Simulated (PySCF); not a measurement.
# C4H9BrOSi: electronic excitations

Aim: predict the electronic excitations of C4H9BrOSi (`BrC[SiH2]C1COC1`).

Programs: PySCF 2.14.0, with density-fitted response routines of our own. Each step states its level of theory. These are calculated values for one molecule in the gas phase, unless marked as measured. Atoms count from 0, in the outputs and in this text.

### Step 1. The molecule as given

16 atoms, charge 0, multiplicity 1; geometry from: GFN2-xTB.

Bonds of the start (Å): Br0–C1 1.95, C1–Si2 1.91, Si2–C3 1.90, C3–C4 1.53, C4–O5 1.43, O5–C6 1.43, C6–C3 1.54, C1–H7 1.09, C1–H8 1.09, Si2–H9 1.47, Si2–H10 1.46, C3–H11 1.09, C4–H12 1.10, C4–H13 1.09, C6–H14 1.09, C6–H15 1.10.

### Step 2. TDDFT and polarisability: CAM-B3LYP/def2-SVPD

Job settings and geometry (Å):

```
{"job": {"kind": "uv", "xc": "CAM-B3LYP", "basis": "def2-SVPD", "nstates": 8, "ntriplets": 3}, "charge": 0, "multiplicity": 1}
Br     2.806183     1.500843     0.964340
C      2.391144    -0.243726     0.195083
Si     0.859072    -0.067780    -0.934206
C     -0.601133     0.463473     0.151278
C     -1.961144     0.476917    -0.557903
O     -2.410434    -0.646268     0.197354
C     -1.237865    -0.640807     1.009114
H      3.277162    -0.551575    -0.351996
H      2.245515    -0.917773     1.035251
H      0.627736    -1.377234    -1.550880
H      1.133143     0.971080    -1.929096
H     -0.395898     1.378744     0.707130
H     -2.576150     1.362913    -0.367447
H     -1.956705     0.268811    -1.631330
H     -0.743192    -1.616933     1.011094
H     -1.465034    -0.351741     2.040803
```

Level: TDDFT CAM-B3LYP/def2-SVPD, vertical, gas phase, core orbitals frozen in the response.

Started as:

```console
> OMP_NUM_THREADS=1 python probes_run.py task.json out
```

This one command runs all jobs of the session in turn.

The log of the run:

```text
coarse grid: 61896 points
cycle   1  E = -3096.0446390423  dE = -2.161e-01  |g| = 6.167e-01  |ddm| = 5.350e+00
cycle   2  E = -3096.0073283951  dE =  3.731e-02  |g| = 7.995e-01  |ddm| = 1.762e+00
cycle   3  E = -3096.1246230051  dE = -1.173e-01  |g| = 6.653e-02  |ddm| = 9.667e-01
cycle   4  E = -3096.1254148963  dE = -7.919e-04  |g| = 2.320e-02  |ddm| = 1.331e-01
cycle   5  E = -3096.1255379340  dE = -1.230e-04  |g| = 8.762e-03  |ddm| = 5.084e-02
cycle   6  E = -3096.1255562068  dE = -1.827e-05  |g| = 1.332e-03  |ddm| = 1.457e-02
cycle   7  E = -3096.1255566679  dE = -4.611e-07  |g| = 5.727e-04  |ddm| = 3.153e-03
final grid: 129392 points
cycle   8  E = -3096.1256199617  dE = -5.181e-08  |g| = 6.159e-04  |ddm| = 6.296e-03
cycle   9  E = -3096.1256199264  dE =  3.530e-08  |g| = 7.318e-04  |ddm| = 1.787e-03
cycle  10  E = -3096.1256200605  dE = -1.341e-07  |g| = 2.503e-05  |ddm| = 8.607e-04
cycle  11  E = -3096.1256200607  dE = -2.001e-10  |g| = 1.254e-05  |ddm| = 8.026e-05
converged SCF energy = -3096.1256200607

Static polarisability (au): isotropic 95.666, principal 87.543 90.674 108.780

Singlet excitations
state   eV       nm        f      main configurations
  1   5.7955    213.9   0.00995   H-1->L 0.82
  2   6.0453    205.1   0.00168   H-2->L 0.88
  3   6.7184    184.5   0.00226   H->L 0.34, H->L+2 0.32, H->L+4 0.14
  4   6.9786    177.7   0.00752   H->L 0.34, H->L+1 0.19, H->L+2 0.12
  5   7.1885    172.5   0.00591   H->L+2 0.24, H->L+4 0.21, H->L+1 0.14
  6   7.2552    170.9   0.02169   H-1->L+1 0.69, H->L+2 0.10
  7   7.5175    164.9   0.00572   H->L+1 0.22, H->L+3 0.19, H->L 0.11
  8   7.5338    164.6   0.03915   H-2->L+1 0.84

Triplet excitations (Tamm-Dancoff, eV): 5.1585 5.4088 6.4757
```

Run time: 85 s. Hardware: 1 thread of Arm Neoverse V2, shared host; peak memory 1.1 GiB.

Frontier orbitals and where they lie:

```csv
orbital,eV,atoms
HOMO−3,-10.13,"O5 41 %, C3 21 %, C6 9 %"
HOMO−2,-9.47,"Br0 83 %, C1 11 %"
HOMO−1,-9.20,"Br0 68 %, C1 14 %, Si2 7 %"
HOMO,-8.72,"O5 46 %, C4 10 %, C6 10 %"
LUMO,0.36,"Br0 52 %, C1 20 %, Si2 8 %"
LUMO+1,1.08,"Br0 32 %, Si2 17 %, C1 13 %"
LUMO+2,1.30,"C4 14 %, Br0 13 %, Si2 13 %"
```

With each of the 8 states as a Gaussian band of 0.4 eV half-width at 1/e, the curve within the window shown has maxima at 213 nm (ε 450), 167 nm (ε 2,700) L/(mol cm). Beyond the last state computed it falls off for lack of states. The curve at chosen wavelengths:

(nm, ε (L/mol/cm)): (158, 1156), (161, 1895), (164, 2476), (168, 2668), (171, 2392), (174, 1925), (177, 1422), (180, 982), (184, 554), (187, 350), (190, 230), (193, 176), (196, 175), (200, 235), (203, 304), (206, 374), (209, 427), (212, 451), (216, 430), (219, 382), (222, 317), (225, 248), (228, 182), (232, 112), (235, 73), (238, 46)

Leading natural transition orbitals of singlet state 8: the hole lies on Br0 86 %; the particle on Br0 33 %; H7, H8 about 19 % each; H10 7 %.

Leading natural transition orbitals of singlet state 1: the hole lies on Br0 76 %; C1 9 %; the particle on Br0 50 %; C1 27 %; H7, H8 about 7 % each.

Further results of this job:

```csv
property,computed
dipole moment (D),1.06
polarisability (Å³),14.18
HOMO–LUMO gap (eV),9.08
−ε(HOMO) (eV),8.72
```

Orbitals, density, ELF and potential are computed afterwards from the orbital file.

Frontier orbitals at CAM-B3LYP/def2-SVPD, with the share of their density that lies nearest to each atom:

```csv
orbital,energy (eV),lies on
HOMO,-8.72,"O5 48 %; H12, H15 about 9 % each; H13, H14 about 7 % each"
LUMO,0.36,"Br0 41 %; C1 18 %; H7, H8 about 10 % each"
```

ELF in a plane through or near 6 of the atoms.

Ten even steps from ' ' (0.00) to '@' (1.00):
```
                                                        
                                                        
                                                        
                                  ..                    
                ....            --**++..                
            ..**%%%%--      ..--++##++                  
            ==@@@@@@%%    ..==**++**==....::            
            --@@@@@@%%      ==++++..++++##**--          
        ..--==##@@@@**..  ..==**::++%%##@@%%++..        
      ..##@@@@##::++%%++--****++--::**==%%**--          
      ::@@@@@@@@**@@%%..  **%%++::--##%%==::            
        ##@@@@**++##..##%%  ##----++**++::              
        ..==--....--..--==  --..--@@@@@@++              
                  ==%%##++--..  ==@@@@@@##..            
                ..%%@@@@@@##    ::@@@@@@**..            
                ::%%@@@@@@**      ++%%##::              
                  ==##%%**::                            
                    ......                              
                                                        
                                                        
```
The map spans 11.8 Å across and 9.5 Å up, centred on the molecule. Atoms in the plane (x, y in Å): Si2 (-0.9, -0.9), O5 (2.4, 0.5), C6 (1.2, 1.2), H7 (-3.3, -0.2), H8 (-2.3, 1.3), H13 (2.0, -1.6).

On the surface of density 0.002 e/bohr³ the electrostatic potential runs, from the 1st to the 99th percentile, from -1.59 V near O5 to 1.24 V near H8.

### Step 3. Outcome

```
                                quantity                        value
    lowest singlet (CAM-B3LYP/def2-SVPD)  5.80 eV (214 nm), f = 0.010
brightest single state of those computed  state 8, 7.53 eV, f = 0.039
                          lowest triplet                      5.16 eV
   surface potential, 1st and 99th percentile           -1.59 V and 1.24 V
```

The lowest singlet, at 5.80 eV, is HOMO−1→LUMO 0.82 and is weak; of the 8 states computed, the strongest absorption comes from states 7 to 8 together at 7.53 eV (the last computed, so partners may be missing). The lowest triplet lies 0.64 eV below the lowest singlet (triplets in Tamm-Dancoff, singlets in full TDDFT).
